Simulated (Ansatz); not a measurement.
# SiTeH₄: single points off equilibrium

An exercise on one series of results from a longer session: the logs are not shown, and one member is left open.

Method: single points in def2-TZVPP; program: Ansatz 0.2.0, Gaussian basis.

Correlated methods freeze the cores. Filled d shells of the heavier atoms are correlated. Core potentials replace the inner electrons past krypton, and spin-orbit coupling is left out.

## Where the work starts

SMILES `[SiH3][TeH]`, 6 atoms, charge 0, spin multiplicity 1.

Atoms are counted from 1 here; the program's logs count them from 0.

Bond lengths: Si1–Te2 2.568 Å, Si1–H3 1.380 Å, Si1–H4 1.399 Å, Si1–H5 1.639 Å, Te2–H6 1.647 Å. Angles: Te2–Si1–H3 111.7°, Te2–Si1–H4 109.2°, Te2–Si1–H5 106.1°, H3–Si1–H4 110.5°, H3–Si1–H5 107.6°, H4–Si1–H5 111.8°, Si1–Te2–H6 88.4°.

Coordinates:

```mol
H4SiTe
  3D, bonds by distance, orders not assigned

  6  5  0  0  0  0  0  0  0  0999 V2000
   -0.3681   -0.3109   -0.5038 Si  0  0
   -0.0870    0.8629    1.7632 Te  0  0
    0.2908   -1.5232   -0.5352 H   0  0
   -1.7315   -0.4876   -0.7632 H   0  0
    0.3413    0.6663   -1.6117 H   0  0
    1.5444    0.7978    1.5435 H   0  0
  1  2  8  0
  1  3  8  0
  1  4  8  0
  1  5  8  0
  2  6  8  0
M  END
```

Set-up of the first run:

Input file run/in.yaml:

```yaml
crystal:
  periodic: [false, false, false]
  atoms:
    - {symbol: Si, position_ang: [-0.368100, -0.310900, -0.503800]}
    - {symbol: Te, position_ang: [-0.087000, 0.862900, 1.763200]}
    - {symbol: H, position_ang: [0.290800, -1.523200, -0.535200]}
    - {symbol: H, position_ang: [-1.731500, -0.487600, -0.763200]}
    - {symbol: H, position_ang: [0.341300, 0.666300, -1.611700]}
    - {symbol: H, position_ang: [1.544400, 0.797800, 1.543500]}
basis:
  gaussian: {orbitals: def2-TZVPP}
correlation: {method: ccsd_t}
output: {forces: true}
```

No record of the launch command was kept for these runs.

Among the steps run: CCSD(T)/def2-TZVPP; PBE0-D4/def2-TZVPP; wB97M-V/def2-TZVPP; r2SCAN-D4/def2-TZVPP; PBE-D4/def2-TZVPP; HSE06-D4/def2-TZVPP; BLYP-D4/def2-TZVPP.

One of the session's tables, all rows but one given; the rest of the session is left out.

| method | RMS force component (eV/Å) | angle to CCSD(T) forces (°) | dipole (D) |
| --- | --- | --- | --- |
| CCSD(T) | 1.276 | reference | 0.73 |
| PBE0-D4 | 1.296 | 2.8 | 0.71 |
| wB97M-V | ? | ? | ? |
| r2SCAN-D4 | 1.279 | 2.8 | 0.70 |
| PBE-D4 | 1.294 | 7.8 | 0.61 |
| HSE06-D4 | 1.296 | 2.8 | 0.71 |
| BLYP-D4 | 1.235 | 9.0 | 0.62 |

Q: Estimate the row for wB97M-V from the others.

**Answer.** RMS force component (eV/Å): 1.267; angle to CCSD(T) forces (°): 2.2; dipole (D): 0.79. In the column «RMS force component (eV/Å)» it lies between BLYP-D4 (1.235) and CCSD(T) (1.276).
